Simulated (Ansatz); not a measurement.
# C₆H₄F₃+: energies up the ladder

The task, for C₆H₄F₃+: energies up the ladder. Charge +1.

Method: the levels named in each step, in Ansatz 0.2.0.

## 1. The structure to begin with

Bond lengths: F1–C2 1.297 Å, C2–C3 1.371 Å, C3–C4 1.398 Å, C4–C5 1.398 Å, C5–C6 1.371 Å, C6–F7 1.297 Å, C2–C8 1.497 Å, C6–C8 1.497 Å, C8–F9 1.349 Å, C3–H10 1.082 Å, C4–H11 1.083 Å, C5–H12 1.082 Å, C8–H13 1.127 Å. Angles (14 of 21 angles, heavy atoms first): F1–C2–C3 122.0°, F1–C2–C8 116.5°, C3–C2–C8 121.4°, C2–C3–C4 119.7°, C3–C4–C5 122.7°, C4–C5–C6 119.7°, C5–C6–F7 122.0°, C5–C6–C8 121.4°, F7–C6–C8 116.5°, C2–C8–C6 113.6°, C2–C8–F9 114.4°, C6–C8–F9 114.3°, C2–C3–H10 119.5°, C4–C3–H10 120.7°.

Coordinates:

```xyz
13

F    -0.7508   -2.2897   -0.3615
C    -0.0213   -1.2195   -0.3023
C     1.3427   -1.2621   -0.4321
C     2.0909   -0.0918   -0.2700
C     1.5051    1.1476    0.0064
C     0.1445    1.2398    0.1452
F    -0.4382    2.3479    0.4824
C    -0.7514    0.0788   -0.1556
F    -1.8542    0.0129    0.6184
H     1.8329   -2.2140   -0.5881
H     3.1710   -0.1555   -0.3155
H     2.1184    2.0215    0.1826
H    -1.1260    0.2930   -1.1968
```

## 2. A rough first relaxation, PBE-D4/def2-SVP

The input, input.yaml:

```yaml
crystal:
  periodic: [false, false, false]
  atoms:
    - { symbol: F, position_ang: [-0.7508, -2.28973, -0.36146] }
    - { symbol: C, position_ang: [-0.02127, -1.21952, -0.30227] }
    - { symbol: C, position_ang: [1.34272, -1.26209, -0.43212] }
    - { symbol: C, position_ang: [2.09089, -0.09176, -0.27004] }
    - { symbol: C, position_ang: [1.50514, 1.14761, 0.00636] }
    - { symbol: C, position_ang: [0.14449, 1.23979, 0.14524] }
    - { symbol: F, position_ang: [-0.43821, 2.34787, 0.48242] }
    - { symbol: C, position_ang: [-0.75142, 0.07875, -0.1556] }
    - { symbol: F, position_ang: [-1.85421, 0.0129, 0.61837] }
    - { symbol: H, position_ang: [1.83294, -2.21405, -0.5881] }
    - { symbol: H, position_ang: [3.17103, -0.1555, -0.31546] }
    - { symbol: H, position_ang: [2.11843, 2.0215, 0.18262] }
    - { symbol: H, position_ang: [-1.12597, 0.29305, -1.19678] }
total_charge: 1
basis:
  gaussian: { orbitals: def2-SVP }
hamiltonian:
  xc: pbe
  dispersion: d4
relax:
  f_tol: 0.03
  max_steps: 200
```

Run with:

```
$ ansatz run input.yaml --threads 4 --pin off --max-ram 10240MiB --backend cpu --events-out ev --progress --plain --runs-dir out
```

After this run come: Relaxation, PBE0-D4/def2-TZVP; Relaxation, PBE0-D4/def2-SVP; Frequencies, PBE0-D4/def2-SVP; Single point, PBE-D4/def2-TZVPP; Single point, r2SCAN-D4/def2-TZVPP; Single point, B3LYP-D4/def2-TZVPP; Single point, wB97M-V/def2-TZVPP; Single point, B2PLYP/def2-TZVPP; Single point, PBE0-D4/def2-TZVPP; Single point, LDA/def2-TZVPP; Single point, PBE0-D4/def2-SVP; Single point, PBE-D4/def2-SVP.

What does the calculation give? Wanted: F1–C2 at PBE0-D4/def2-SVP; C2–C3 at PBE0-D4/def2-SVP; C2–C8 at PBE0-D4/def2-SVP; frequencies at PBE0-D4/def2-SVP; energy at PBE-D4/def2-SVP.

The runs gave:

```
                       quantity             value
      F1–C2 at PBE0-D4/def2-SVP           1.283 Å
      C2–C3 at PBE0-D4/def2-SVP           1.368 Å
      C2–C8 at PBE0-D4/def2-SVP           1.493 Å
frequencies at PBE0-D4/def2-SVP  105 to 3249 cm⁻¹
      energy at PBE-D4/def2-SVP     -14402.345 eV
```

In words: The F1–C2 distance spreads over 0.003 Å, from PBE0-D4/def2-SVP (shortest) to PBE0-D4/def2-TZVP. No mode is imaginary, so the geometry is a minimum. These totals serve in differences with atoms or fragments at the same level; alone they don't rank the methods.
